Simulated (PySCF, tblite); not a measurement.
# C6H15NSi: geometry, infrared bands, NMR shifts and electronic excitations

What infrared bands, NMR shifts and electronic excitations should C6H15NSi (`NC[C@@H]1CCC[SiH2]C1`) show?

Programs: tblite 0.8.0 and PySCF 2.14.0, with density-fitted response routines of our own. Each step states its level of theory. These are calculated values for one molecule in the gas phase, unless marked as measured. Atoms are numbered from 0 throughout.

**1. The starting structure**

23 atoms, charge 0, multiplicity 1; geometry from: force field or distance geometry start.

Bonds of the start (Å): N0–C1 1.47, C1–C2 1.53, C2–C3 1.45, C3–C4 1.46, C4–C5 1.49, C5–Si6 1.88, Si6–C7 1.86, C7–C2 1.48, N0–H8 1.07, N0–H9 1.06, C1–H10 1.11, C1–H11 1.10, C2–H12 1.11, C3–H13 1.12, C3–H14 1.14, C4–H15 1.12, C4–H16 1.12, C5–H17 1.12, C5–H18 1.10, Si6–H19 1.47, Si6–H20 1.47, C7–H21 1.13, C7–H22 1.10.

**2. Geometry optimisation with GFN2-xTB**

What the job is given:

```
{"job": {"kind": "relax", "xc": "GFN2-xTB", "basis": "xTB"}, "charge": 0, "multiplicity": 1}
N     -2.266300     0.683200     0.603700
C     -2.042900    -0.306800    -0.461500
C     -0.536600    -0.510600    -0.659400
C     -0.014500    -0.963800     0.615700
C      1.415500    -0.970200     0.922000
C      2.315400    -0.017800     0.222500
Si     1.317200     1.497400    -0.262700
C     -0.025900     0.727000    -1.286800
H     -2.512100     0.158100     1.499000
H     -3.157300     1.204600     0.375900
H     -2.454000    -1.256200    -0.069000
H     -2.562900    -0.006500    -1.382700
H     -0.483600    -1.332000    -1.406900
H     -0.373200    -2.015500     0.754000
H     -0.537900    -0.381900     1.441300
H      1.845600    -2.002900     0.804400
H      1.539400    -0.763600     2.015500
H      3.175300     0.334500     0.851300
H      2.798100    -0.449200    -0.671600
H      2.111300     2.473900    -1.016400
H      0.744500     2.048800     0.972400
H      0.485600     0.419800    -2.246100
H     -0.785700     1.456600    -1.604700
```

On the command line:

```bash
OMP_NUM_THREADS=1 python probes_run.py task.json out
```

One launch serves the whole session: the jobs run in the order shown.

**Question.** This job is followed by: GFN2-xTB harmonic vibrations, gas phase; PBE0-D3(BJ)/def2-SVP geometry optimisation, gas phase; GIAO PBE0/pcSseg-1 NMR shielding, non-relativistic, gas phase; TDDFT B3LYP/def2-SVPD, vertical, gas phase, core orbitals frozen in the response; GIAO B3LYP/pcSseg-1 NMR shielding, non-relativistic, gas phase. What will the session give for the following? strongest single infrared mode (GFN2-xTB); zero-point energy (GFN2-xTB); point group; rotational constants (main isotopes); 13C shifts against TMS (PBE0/pcSseg-1); 1H shifts against TMS (PBE0/pcSseg-1, means over atoms taken as alike); 15N shifts against NH3 (PBE0/pcSseg-1); 29Si shifts against TMS (PBE0/pcSseg-1); surface potential, 1st and 99th percentile; lowest singlet (B3LYP/def2-SVPD); brightest single state of those computed; lowest triplet; vertical ionisation energy (ΔSCF); range of the shift of N0.

As calculated:

```
                                                              quantity                                                                                   value
                             strongest single infrared mode (GFN2-xTB)                                                                   2194 cm⁻¹, 359 km/mol
                                          zero-point energy (GFN2-xTB)                                                                          125.4 kcal/mol
                                                           point group                                                                                      C1
                                  rotational constants (main isotopes)                                                                    2.77, 1.13, 0.92 GHz
                                13C shifts against TMS (PBE0/pcSseg-1)                                                   54.0, 40.1, 33.3, 27.2, 10.6, 8.7 ppm
1H shifts against TMS (PBE0/pcSseg-1, means over atoms taken as alike)  4.16, 4.07, 3.03, 2.30, 2.05, 1.79, 1.36, 1.20, 1.18, 1.05, 0.75, 0.48, 0.33, 0.10 ppm
                                15N shifts against NH3 (PBE0/pcSseg-1)                                                                                26.3 ppm
                               29Si shifts against TMS (PBE0/pcSseg-1)                                                                               -39.4 ppm
                                 surface potential, 1st and 99th percentile                                                                      -1.44 V and 1.26 V
                                      lowest singlet (B3LYP/def2-SVPD)                                                             5.98 eV (207 nm), f = 0.009
                              brightest single state of those computed                                                             state 4, 7.00 eV, f = 0.036
                                                        lowest triplet                                                                                 5.73 eV
                                     vertical ionisation energy (ΔSCF)                                                                                 9.44 eV
                                              range of the shift of N0                                                                        26.3 to 30.3 ppm
```

In words: Relaxing lowered the energy by 1.286 eV in 164 steps; the close pair that moved most is C2–C3, from 1.450 to 1.532 Å (GFN2-xTB). No mode is imaginary among the 63: a minimum at this level. The strongest single mode, at 2194 cm⁻¹, moves mainly H19. Unscaled tight-binding wavenumbers are off by several per cent, some by more. Its intensities can rank the bands wrongly. Relaxing lowered the energy by 0.202 eV in 8 steps; the close pair that moved most is Si6–H19, from 1.451 to 1.501 Å (PBE0/def2-SVP). The most deshielded carbon is C1 (sp3 CH2 bonded to N), at 54.0 ppm: deshielded by the electronegative neighbour. The first singlet state (HOMO→LUMO 0.85, HOMO→LUMO+1 0.09) lies at 5.98 eV and is weak; of the 10 states computed, the strongest absorption comes from state 4 at 7.00 eV. The lowest triplet lies 0.25 eV below the lowest singlet (triplets in Tamm-Dancoff, singlets in full TDDFT). ΔSCF puts the ionisation energy at 9.44 eV, 2.75 eV above −ε(HOMO). In this run the hole sits in HOMO−1, not in the HOMO; unless the two are degenerate, this need not be the first ionisation. Across the 2 runs the shift of N0 moves most, between 26.3 (PBE0/pcSseg-1) and 30.3 ppm (B3LYP/pcSseg-1).
